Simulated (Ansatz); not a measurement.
# C3H9BO3: the cost of one run

Program: Ansatz 0.2.0, Gaussian basis. Level of theory: the settings change from run to run. These are calculated values, not measurements.

## 1. The molecule

An earlier PBE0-D4 in a triple-zeta def2 set relaxation fixed the geometry.

16 atoms, charge 0, spin multiplicity 1.

Atoms are counted from 1 here; the program's logs count them from 0.

Bond lengths: C1–C2 1.513 Å, C1–H8 1.092 Å, C1–H9 1.093 Å, C1–H10 1.092 Å, C2–C3 1.513 Å, C2–O4 1.427 Å, C2–H11 1.094 Å, C3–H12 1.092 Å, C3–H13 1.093 Å, C3–H14 1.092 Å, O4–B5 1.359 Å, B5–O6 1.370 Å, B5–O7 1.367 Å, O6–H15 0.960 Å, O7–H16 0.959 Å. Angles: C2–C1–H8 110.5°, C2–C1–H9 110.3°, C2–C1–H10 110.7°, H8–C1–H9 108.4°, H8–C1–H10 108.3°, H9–C1–H10 108.4°, C1–C2–C3 112.6°, C1–C2–O4 108.4°, C1–C2–H11 109.4°, C3–C2–O4 108.3°, C3–C2–H11 109.4°, O4–C2–H11 108.7°, C2–C3–H12 110.6°, C2–C3–H13 110.3°, C2–C3–H14 110.7°, H12–C3–H13 108.4°, H12–C3–H14 108.3°, H13–C3–H14 108.4° and more.

## 2. HSE06/6-31++G**

Set apart from the defaults: a grid of angular degree 47, high accuracy, the search for lower states set to light.

in.yaml reads:

```yaml
crystal:
  periodic: [false, false, false]
  atoms:
    - {symbol: C, position_ang: [0.860270, 0.360683, 1.611695]}
    - {symbol: C, position_ang: [0.161724, -0.371197, 0.486250]}
    - {symbol: C, position_ang: [0.877136, -1.643693, 0.087385]}
    - {symbol: O, position_ang: [0.113578, 0.491851, -0.649445]}
    - {symbol: B, position_ang: [-1.055817, 0.909568, -1.200727]}
    - {symbol: O, position_ang: [-1.026455, 1.738879, -2.291094]}
    - {symbol: O, position_ang: [-2.263810, 0.520591, -0.691800]}
    - {symbol: H, position_ang: [0.918616, -0.270376, 2.501449]}
    - {symbol: H, position_ang: [1.875827, 0.633915, 1.314326]}
    - {symbol: H, position_ang: [0.320261, 1.272811, 1.872724]}
    - {symbol: H, position_ang: [-0.862382, -0.610208, 0.789327]}
    - {symbol: H, position_ang: [0.935891, -2.331970, 0.933624]}
    - {symbol: H, position_ang: [1.893136, -1.419297, -0.247017]}
    - {symbol: H, position_ang: [0.349105, -2.144491, -0.726307]}
    - {symbol: H, position_ang: [-0.127275, 1.942705, -2.557173]}
    - {symbol: H, position_ang: [-2.992605, 0.897529, -1.189016]}
basis:
  gaussian: {orbitals: "6-31++G**", final_grid: {core_spheres: 20, valence_spheres: 16, degree: 47}}
hamiltonian: {xc: {name: HSE06}}
accuracy: high
scf: {lower_state_search: light}
output: {forces: true}
```

The run is started by

```bash
$ ansatz run in.yaml --threads 4 --pin off --events-out ev --progress --plain --max-ram 11315MiB
```

**Question.** How long does this run take on 4 threads of Intel Xeon 6975P-C, shared host, and how much memory does it need?

About 8.5 s, with a peak of 1.2 GiB.
